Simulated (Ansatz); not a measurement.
Runs of Ansatz 0.2.0 on Ta3N. The structure is trigonal, space group P-3m1 (No. 164). The conventional cell has a = 3.032 Å, b = 3.032 Å, c = 7.524 Å, α = 90.00°, β = 90.00°, γ = 120.00°. Ta (site symmetry 3m) has 3 N at 2.19 Å as nearest neighbours. Ta (site symmetry -3m) is surrounded by 12 Ta at 3.01 to 3.03 Å. N (site symmetry -3m) is surrounded by 6 Ta at 2.19 Å. The cell comes from a database or a generator and needn't be the stable form of this composition.

```csv
level,share of exact exchange,gap on the mesh (eV),pressure (GPa),largest force (eV/Å)
PBE0 form with a typed share of exact exchange,0.15,none,(c),0.38
PBE0 form with a typed share of exact exchange,0.5,none,-9.0,0.81
PBE0 form with a typed share of exact exchange,0.35,none,-6.3,0.65
PBE0,0.25,none,-4.4,0.53
PBE0 form with a typed share of exact exchange,0.1,none,-1.9,(b)
PBE0 form with a typed share of exact exchange,0,none,(a),0.08
```

Alike in all rows: task single point; potentials or basis Ansatz PAW; no spin polarisation; cell as given; k mesh 6 × 6 × 2; cutoff (eV) 420; smearing fermi-dirac 0.05 eV; the mesh is coarse, so values aren't converged.

Problem. Estimate the missing entries.

Solution. (a) -0.1; (b) 0.28; (c) -2.5.

Caveats: all runs use coarse meshes; the PAW data sets come from PBE, with cores solved anew for the run's functional, which leaves a small shift of forces and pressure (some runs); the thresholds are loose for stress (some runs); the PAW data sets were made with another functional, which shifts forces and pressure a little (some runs).

A k mesh can miss the band edges, and the runs leave out spin-orbit coupling on Ta.

A gap of «none» marks a metal or a gap under the smearing width.
